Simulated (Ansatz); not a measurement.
# C3H11NO3Zr: up Jacob's ladder to CCSD(T)

An exercise on one series of results from a longer session: the logs are not shown, and one member is left open.

The runs use Ansatz 0.2.0, Gaussian basis; functionals in def2-TZVPP, the program's frozen cores in correlated methods.

The runs, in order: LDA (SPW92), PBE-D4, revPBE-D4, BLYP-D4, r2SCAN-D4, B97M-V, PBE0-D4, B3LYP-D4, r2SCANh-D4, r2SCAN0-D4, HSE06-D4, BHLYP-D4, CAM-B3LYP-D4, LC-ωPBE, ωB97X-V, ωB97M-V, B2PLYP, PBE-QIDH; CCSD(T)/def2-SVP; CCSD(T)/def2-TZVPP; MP2/def2-QZVPP; extrapolation to the limit; RPA on PBE.

1 further run of the same task is left out (for a known fault of the program). Runs told in other sessions of the task aren't counted.

## The geometry

An earlier PBE0-D4 in a triple-zeta def2 set relaxation fixed the geometry. Zr takes the def2 core potential; no spin-orbit term is included.

SMILES `CC(C)[NH][Zr]([OH])([OH])[OH]`, 19 atoms, charge 0, spin multiplicity 1.

Atoms are counted from 1 here; the program's logs count them from 0.

Bond lengths: C1–C2 1.522 Å, C1–H9 1.094 Å, C1–H10 1.093 Å, C1–H11 1.094 Å, C2–C3 1.519 Å, C2–N4 1.450 Å, C2–H12 1.102 Å, C3–H13 1.093 Å, C3–H14 1.096 Å, C3–H15 1.092 Å, N4–Zr5 2.042 Å, N4–H16 1.014 Å, Zr5–O6 1.942 Å, Zr5–O7 1.942 Å, Zr5–O8 1.934 Å, O6–H17 0.952 Å, O7–H18 0.952 Å, O8–H19 0.952 Å. Angles: C2–C1–H9 111.2°, C2–C1–H10 110.9°, C2–C1–H11 110.2°, H9–C1–H10 107.9°, H9–C1–H11 108.6°, H10–C1–H11 108.0°, C1–C2–C3 110.9°, C1–C2–N4 111.3°, C1–C2–H12 107.8°, C3–C2–N4 109.6°, C3–C2–H12 107.5°, N4–C2–H12 109.6°, C2–C3–H13 111.1°, C2–C3–H14 110.4°, C2–C3–H15 111.0°, H13–C3–H14 108.5°, H13–C3–H15 108.0°, H14–C3–H15 107.7° and more.

The first run:

File in.yaml:

```yaml
crystal:
  periodic: [false, false, false]
  atoms:
    - {symbol: C, position_ang: [1.076604, -1.886456, 1.207057]}
    - {symbol: C, position_ang: [1.046637, -0.918634, 0.032222]}
    - {symbol: C, position_ang: [1.621334, 0.431704, 0.426153]}
    - {symbol: N, position_ang: [-0.301260, -0.745855, -0.474508]}
    - {symbol: Zr, position_ang: [-1.456549, 0.907190, -0.794768]}
    - {symbol: O, position_ang: [-1.972195, 1.722841, 0.890841]}
    - {symbol: O, position_ang: [-0.470092, 2.226371, -1.823045]}
    - {symbol: O, position_ang: [-3.010135, 0.212819, -1.714142]}
    - {symbol: H, position_ang: [2.098464, -2.044656, 1.563478]}
    - {symbol: H, position_ang: [0.666120, -2.859248, 0.922762]}
    - {symbol: H, position_ang: [0.475914, -1.495366, 2.033095]}
    - {symbol: H, position_ang: [1.689389, -1.332848, -0.761024]}
    - {symbol: H, position_ang: [1.633640, 1.118263, -0.424584]}
    - {symbol: H, position_ang: [1.023501, 0.881354, 1.227251]}
    - {symbol: H, position_ang: [2.644993, 0.330302, 0.792238]}
    - {symbol: H, position_ang: [-0.723191, -1.641964, -0.693473]}
    - {symbol: H, position_ang: [-2.065121, 1.738544, 1.838344]}
    - {symbol: H, position_ang: [-0.153245, 3.096752, -2.042846]}
    - {symbol: H, position_ang: [-3.824799, 0.258868, -2.205052]}
basis:
  gaussian: {orbitals: def2-TZVPP}
hamiltonian: {xc: lda}
output: {orbitals: {seedname: orbitals}}
```

Command:

```sh
$ ansatz run in.yaml --threads 4 --pin off --events-out ev --progress --plain --max-ram 66560MiB --backend cuda --devices 0, --max-vram 37GiB
```

Steps of the session up to this table: LDA; PBE-D4 (GGA); revPBE-D4 (GGA); BLYP-D4 (GGA); r2SCAN-D4 (meta-GGA); B97M-V (meta-GGA); B3LYP-D4 (hybrid); r2SCANh-D4 (hybrid); r2SCAN0-D4 (hybrid); HSE06-D4 (hybrid); BHLYP-D4 (hybrid); CAM-B3LYP-D4 (range-separated); LC-ωPBE (range-separated); ωB97X-V (range-separated); ωB97M-V (range-separated); B2PLYP (double hybrid); PBE-QIDH (double hybrid).

One table of the session follows, with a row left open; its other results are not shown here.

It belongs to the step «Frontier levels by functional». 

```
  functional  HOMO (eV)  gap (eV)
 LDA (SPW92)          ?         ?
      PBE-D4      -5.10      4.38
   revPBE-D4      -5.02      4.37
     BLYP-D4      -4.98      4.29
   r2SCAN-D4      -5.34      4.94
      B97M-V      -5.44      4.81
     PBE0-D4      -6.40      6.39
    B3LYP-D4      -6.18      5.89
  r2SCANh-D4      -5.83      5.76
  r2SCAN0-D4      -6.57      6.90
    HSE06-D4      -5.99      5.65
    BHLYP-D4      -7.63      8.07
CAM-B3LYP-D4      -7.77      8.35
     LC-ωPBE      -9.10     10.66
     ωB97X-V      -8.77     10.21
     ωB97M-V      -8.70      9.57
```

**Question.** Estimate the row for LDA (SPW92).

**Answer.** HOMO (eV): -5.27; gap (eV): 4.35. In the column «HOMO (eV)» it lies between r2SCAN-D4 (-5.34) and PBE-D4 (-5.10).
